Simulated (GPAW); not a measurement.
**SnNH2Cl (SMILES [NH2][Sn][Cl]) at 3 levels**

We compute a comparison of 3 runs (PBE/real-space grid, revTPSS/real-space grid, PBE/dzp) of SnNH2Cl. 

Program for the calculation: GPAW 26.7.0.

2 further runs of the same task are left out: 2 set aside as unsound or not needed.

## (1) The system as given

SnNH2Cl: 5 atoms, total charge 0, spin state singlet. As SMILES, `[NH2][Sn][Cl]`. Geometry: a GFN2-xTB relaxation, a rough one for these elements and not checked as a minimum. This is one conformer, not always the lowest.

Bond lengths: N1–Sn2 2.052 Å, Sn2–Cl3 2.370 Å, N1–H4 1.011 Å, N1–H5 1.011 Å. Angles: N1–Sn2–Cl3 96.1°, Sn2–N1–H4 125.9°, Sn2–N1–H5 126.9°, H4–N1–H5 107.2°.

## (2) The charge distribution at PBE/real-space grid (scalar-relativistic datasets) (run 1)

File clh2nsn.xyz:

```xyz
5

N     -0.545090     0.454480    -0.345200
Sn    -0.270670    -0.949170     1.125710
Cl     2.055010    -1.236500     0.771260
H      0.173050     0.821520    -0.955650
H     -1.412300     0.909670    -0.596130
```

File sp.py:

```python
import numpy as np
from ase.io import read
from ase.units import Debye
from gpaw import GPAW

atoms = read('clh2nsn.xyz')
atoms.center(vacuum=4.5)

calculator = GPAW(mode='fd', h=0.18, xc='PBE', maxiter=150, txt='-')
atoms.calc = calculator

energy = atoms.get_potential_energy()
print(f'Energy                  {energy:.5f} eV')
forces = atoms.get_forces()
print('Forces (eV/Ang)')
for symbol, f in zip(atoms.symbols, forces):
    print(f'{symbol:2} {f[0]:9.4f} {f[1]:9.4f} {f[2]:9.4f}')
dipole = atoms.get_dipole_moment() / Debye
print(f'Dipole = {np.linalg.norm(dipole):.3f} D')
homo, lumo = calculator.get_homo_lumo()
print(f'HOMO = {homo:.3f} eV')
print(f'LUMO                    {lumo:.3f} eV')
print(f'Gap = {lumo - homo:.3f} eV')
```

Run with:

```
$ python3 sp.py
```

Log:

```text
[...]
Number of symmetries: 1
[...]
  Number of IBZ points: 1
[...]
Spin-components: 1 (collinear spins)
Bands:           19
[...]
  Valence electrons: 28.0
[...]
  Grid points: [68 60 60]
  Charge: 0.0  # |e|
[...]
    cutoffs:
[...]
occupation numbers:
  # Zero width
[...]
xc functional:
  name: PBE with 2 nearest neighbor stencil
[...]
|iter     |     time |      energy | eigst |  dens |
[...]
|iter:   1| 00:00:03 |  -26.045869 | +0.78 |       |
[...]
|iter:  15| 00:00:21 |  -22.502411c| -7.56c| -6.13c|
Converged in 15 steps
[...]
Energy contributions relative to reference atoms: (reference = -182072.344532)
Energy contributions:
  Kinetic:          26.633702
  Coulomb:         -29.467966
  Zero:              0.571948
  External:          0.000000
  Xc:              -20.240094
  Entropy:           0.000000
  Spinorbit:         0.000000
  ----------------------------
  Free energy:     -22.502411
  Extrapolated:    -22.502411
dipole moment: (-0.590750, 0.168588, -0.012501)  # |e|*Ang
Fermi level: -4.580
Eigenvalues  # (at kpt = [0.000, 0.000, 0.000])
| band index |      eig [eV] | occ [0-2] |
|------------|---------------|-----------|
|          0 |       -26.062 |     2.000 |
|        ... |               |           |
|          6 |       -19.489 |     2.000 |
|          7 |       -12.034 |     2.000 |
|          8 |       -11.683 |     2.000 |
|          9 |        -8.869 |     2.000 |
|         10 |        -7.559 |     2.000 |
|         11 |        -7.407 |     2.000 |
|         12 |        -6.514 |     2.000 |
|         13 |        -6.288 |     2.000 |
|         14 |        -2.873 |     0.000 |
|         15 |        -1.277 |     0.000 |
[...]
Gap: 3.416 eV
Transition (v -> c):
[...]
Forces (eV/Ang)
N     0.0873   -0.2657    0.2370
Sn   -0.5860    0.2791   -0.1684
Cl    0.4559   -0.0105   -0.1161
H     0.4710   -0.0440   -0.0936
H    -0.4530   -0.0239    0.1679
Dipole = 2.951 D
HOMO = -6.288 eV
LUMO                    -2.873 eV
Gap = 3.416 eV
```

Run time: 22 s. Hardware: 1 thread of Arm Neoverse V2, shared host; peak memory 0.72 GiB.

## (3) The charge distribution at revTPSS/real-space grid (scalar-relativistic datasets) (run 2)

File run.py:

```python
import numpy as np
from ase import Atoms
from ase.units import Debye
from gpaw import GPAW

# Geometry
mol = Atoms('NSnClHH',
    positions=[[ -0.545090,   0.454480,  -0.345200],
               [ -0.270670,  -0.949170,   1.125710],
               [  2.055010,  -1.236500,   0.771260],
               [  0.173050,   0.821520,  -0.955650],
               [ -1.412300,   0.909670,  -0.596130]])
mol.center(vacuum=4.5)

# Calculator
dft = GPAW(mode='fd',
           h=0.2,
           symmetry='off',
           eigensolver='etdm-fdpw',
           poissonsolver={'name': 'fast'},
           xc='revTPSS',
           maxiter=60,
           txt='-')
mol.calc = dft

energy = mol.get_potential_energy()
print(f'Energy: {energy:.5f} eV')
dipole = mol.get_dipole_moment() / Debye
print(f'Dipole: {np.linalg.norm(dipole):.3f} D')
```

Run with:

```
$ python3 run.py
```

Log:

```text
[...]
Number of symmetries: 1
[...]
  Number of IBZ points: 1
[...]
Spin-components: 1 (collinear spins)
Bands:           19
[...]
  Valence electrons: 28.0
[...]
  Grid points: [64 56 56]
  Charge: 0.0  # |e|
[...]
    cutoffs:
[...]
occupation numbers:
  # Zero width
[...]
xc functional:
  name: revTPSS with 2 nearest neighbor stencil
[...]
|iter     |     time |      energy | eigst |  dens |
[...]
|iter:   1| 00:00:10 |   12.881334 | -0.37 |       |
[...]
|iter:  23| 00:02:13 |   -3.328898c| -9.00c| -4.61c|
Converged in 23 steps
[...]
Energy contributions relative to reference atoms: (reference = -182072.344532)
Energy contributions:
  Kinetic:          21.398606
  Coulomb:         -24.647904
  Zero:              0.863653
  External:          0.000000
  Xc:               -0.943253
  Entropy:           0.000000
  Spinorbit:         0.000000
  ----------------------------
  Free energy:      -3.328898
  Extrapolated:     -3.328898
dipole moment: (-0.580938, 0.174259, -0.021645)  # |e|*Ang
Fermi level: -4.348
Eigenvalues  # (at kpt = [0.000, 0.000, 0.000])
| band index |      eig [eV] | occ [0-2] |
|------------|---------------|-----------|
|          0 |       -26.128 |     2.000 |
|        ... |               |           |
|          6 |       -19.933 |     2.000 |
|          7 |       -12.113 |     2.000 |
|          8 |       -11.886 |     2.000 |
|          9 |        -8.961 |     2.000 |
|         10 |        -7.676 |     2.000 |
|         11 |        -7.527 |     2.000 |
|         12 |        -6.583 |     2.000 |
|         13 |        -6.350 |     2.000 |
|         14 |        -2.560 |     0.000 |
|         15 |        -0.215 |     0.000 |
[...]
Gap: 3.791 eV
Transition (v -> c):
  (s=0, k=0, n=13, [0.00, 0.00, 0.00]) -> (s=0, k=0, n=14, [0.00, 0.00, 0.00])
No difference between direct/indirect transitions
vacuum-level: 0.000  # V
Energy: -3.32890 eV
Dipole: 2.915 D
```

Run time: 2.2 min. Hardware: 1 thread of Arm Neoverse V2, shared host; peak memory 0.9 GiB.

## (4) Energy and one-electron properties at PBE/dzp (scalar-relativistic datasets) (run 3)

File run.py:

```python
import numpy as np
from ase import Atoms
from ase.units import Debye
from gpaw import GPAW

# Structure
molecule = Atoms('NSnClHH',
    positions=[[ -0.545090,   0.454480,  -0.345200],
               [ -0.270670,  -0.949170,   1.125710],
               [  2.055010,  -1.236500,   0.771260],
               [  0.173050,   0.821520,  -0.955650],
               [ -1.412300,   0.909670,  -0.596130]])
molecule.center(vacuum=4.5)

# DFT calculator
calculator = GPAW(mode='lcao', basis='dzp', h=0.18, xc='PBE', maxiter=150, txt='-')
molecule.calc = calculator

energy = molecule.get_potential_energy()
print(f'Energy                  {energy:.5f} eV')
forces = molecule.get_forces()
print('Forces (eV/Ang)')
for symbol, f in zip(molecule.symbols, forces):
    print(f'{symbol:2} {f[0]:9.4f} {f[1]:9.4f} {f[2]:9.4f}')
dipole = molecule.get_dipole_moment() / Debye
print(f'Dipole: {np.linalg.norm(dipole):.3f} D')
homo, lumo = calculator.get_homo_lumo()
print(f'HOMO: {homo:.3f} eV')
print(f'LUMO                    {lumo:.3f} eV')
print(f'Gap                     {lumo - homo:.3f} eV')
```

Run with:

```
$ python run.py > run.log
```

Log:

```text
[...]
Number of symmetries: 1
[...]
  Number of IBZ points: 1
[...]
basis functions: 59
Spin-components: 1 (collinear spins)
Bands:           19
[...]
  Valence electrons: 28.0
[...]
  Grid points: [68 60 60]
  Charge: 0.0  # |e|
[...]
    cutoffs:
[...]
occupation numbers:
  # Zero width
[...]
xc functional:
  name: PBE with 2 nearest neighbor stencil
[...]
|iter     |     time |      energy | eigst |  dens |
[...]
|iter:   1| 00:00:04 |  -22.652374 |      c|       |
[...]
|iter:   9| 00:00:08 |  -20.496995c|      c| -4.16c|
Converged in 9 steps
[...]
Energy contributions relative to reference atoms: (reference = -182072.344532)
Energy contributions:
  Kinetic:          33.920536
  Coulomb:         -33.547694
  Zero:              0.389768
  External:          0.000000
  Xc:              -21.259604
  Entropy:           0.000000
  Spinorbit:         0.000000
  ----------------------------
  Free energy:     -20.496995
  Extrapolated:    -20.496995
dipole moment: (-0.544710, 0.185657, -0.046141)  # |e|*Ang
Fermi level: -4.206
Eigenvalues  # (at kpt = [0.000, 0.000, 0.000])
| band index |      eig [eV] | occ [0-2] |
|------------|---------------|-----------|
|          0 |       -25.739 |     2.000 |
|        ... |               |           |
|          6 |       -19.014 |     2.000 |
|          7 |       -11.784 |     2.000 |
|          8 |       -11.492 |     2.000 |
|          9 |        -8.538 |     2.000 |
|         10 |        -7.074 |     2.000 |
|         11 |        -6.911 |     2.000 |
|         12 |        -6.084 |     2.000 |
|         13 |        -5.911 |     2.000 |
|         14 |        -2.502 |     0.000 |
|         15 |        -0.622 |     0.000 |
[...]
Gap: 3.410 eV
Transition (v -> c):
[...]
Forces (eV/Ang)
N     0.1925   -0.5748    0.5819
Sn   -0.7539    0.0777    0.1212
Cl    0.6360   -0.0234   -0.1575
H     0.9740    0.2311   -0.5356
H    -1.0500    0.3130   -0.0296
Dipole: 2.773 D
HOMO: -5.911 eV
LUMO                    -2.502 eV
Gap                     3.410 eV
```

Wall time 8.4 s (1 thread of Arm Neoverse V2, shared host); peak memory 0.6 GiB.

## (5) All runs side by side

```csv
run,level,grid spacing,iteration cap,energy (Eh),dipole moment (D),HOMO energy (eV),LUMO energy (eV),wall time
1,PBE/real-space grid (scalar-relativistic datasets),0.18,150,-6691.862197,2.95,-6.29,-2.87,22 s
2,revTPSS/real-space grid (scalar-relativistic datasets),0.2,60,-6691.157583,2.92,-6.35,–,2.2 min
3,PBE/dzp (scalar-relativistic datasets),0.18,150,-6691.788499,2.77,-5.91,-2.50,8.4 s
```

## (6) Results

```
                                                     quantity        value
run 3: energy as printed (from the program's reference atoms)  -20.4970 eV
                                         run 3: dipole moment       2.77 D
                                           run 3: HOMO energy     -5.91 eV
                                           run 3: LUMO energy     -2.50 eV
                                         run 3: HOMO–LUMO gap      3.41 eV
                              run 3: largest force on an atom   1.135 eV/Å
```

What this shows: The dipole moment (its size) runs from 2.77 D (PBE/dzp) to 2.95 D (PBE/real-space grid). Totals of different functionals can't be ranked against each other. All runs together took 2.7 min, the longest 2.2 min.
